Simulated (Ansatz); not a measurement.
# NaNiO2: the cost of one run

Computed with Ansatz 0.2.0, driven from Python. The levels of theory stand in the script.

## 1. The structure

The structure is trigonal, space group R-3m (No. 166). Conventional cell: a = 2.945 Å, b = 2.945 Å, c = 15.519 Å, α = 90.00°, β = 90.00°, γ = 120.00°. Na (site symmetry -3m) has 6 O at 2.33 Å as nearest neighbours. Ni (site symmetry -3m) has 6 O at 1.97 Å as nearest neighbours. Around O (site symmetry 3m) lie 3 Ni at 1.97 Å and 3 Na at 2.33 Å.

No structure file is read: the coordinates are typed or built in the script.

## 2. The code

lattice_nanio2.py reads:

```python
"""Relaxed cell of NaNiO2 under several functionals."""

import ansatz as az
import numpy as np

def edges_and_angles(cell):
    cell = np.asarray(cell)
    a, b, c = np.linalg.norm(cell, axis=1)
    cosines = cell[1] @ cell[2] / (b * c), cell[0] @ cell[2] / (a * c), cell[0] @ cell[1] / (a * b)
    return (a, b, c, *np.degrees(np.arccos(cosines)))

crystal = (
    az.Lattice.of((1.47259, 0.8502, 5.17285), (-1.47259, 0.8502, 5.17285), (0.0, -1.7004, 5.17285))
    .atom("Na", (0.5, 0.5, 0.5))
    .atom("Ni", (0.0, 0.0, 0.0))
    .atom("O", (0.26897, 0.26897, 0.26897))
    .atom("O", (0.73103, 0.73103, 0.73103))
    .moments(Ni=2.0)
)

job = (
    crystal.calculation()
    .kpoints(10, 10, 10)
    .occupations("Fermi-Dirac")
    .spin("collinear")
    .relax(cell=True, force_tolerance=0.005, max_steps=60)
)

levels = [("lda", "none"), ("pbesol", "d3bj"), ("pbesol", "none")]
print("level            a       b       c    alpha   beta  gamma  V/atom  steps")
for name, dispersion in levels:
    seen = []
    run = job.functional(name, dispersion=dispersion).session().plan()
    res = run.execute(on_event=lambda e: seen.append(e) if e["event"] == "relax_step" else None)
    cell = res.lattice.cell_ang
    label = name if dispersion == "none" else f"{name}+{dispersion}"
    print("{:13s} {:7.4f} {:7.4f} {:7.4f} {:6.2f} {:6.2f} {:6.2f}".format(label, *edges_and_angles(cell)), f"{abs(np.linalg.det(cell)) / len(res.lattice.sites):7.3f} {len(seen):5d}")
```

## 3. The calls as engine input

The engine receives this input (first run):

```yaml
crystal:
  lattice:
    - [1.47259, 0.8502, 5.17285]
    - [-1.47259, 0.8502, 5.17285]
    - [0.0, -1.7004, 5.17285]
  atoms:
    - { symbol: Na, position: [0.5, 0.5, 0.5] }
    - { symbol: Ni, position: [0.0, 0.0, 0.0] }
    - { symbol: O, position: [0.26897, 0.26897, 0.26897] }
    - { symbol: O, position: [0.73103, 0.73103, 0.73103] }
kpoints:
  mp_grid:
    grid: [10, 10, 10]
hamiltonian:
  xc: lda
  dispersion: none
magnetization:
  spin_polarized: true
  per_species:
    Ni: 2.0
scf:
  occupations:
    method: fermi_dirac
relax:
  f_tol: 0.005
  max_steps: 60
  cell: {}
```

## 4. Launch

Command:

```sh
$ python lattice_nanio2.py
```

**Question.** How long does this script take on 1 thread of Arm Neoverse V1, shared host, and how much memory does it need?

About 4.1 min, with a peak of 0.57 GiB.
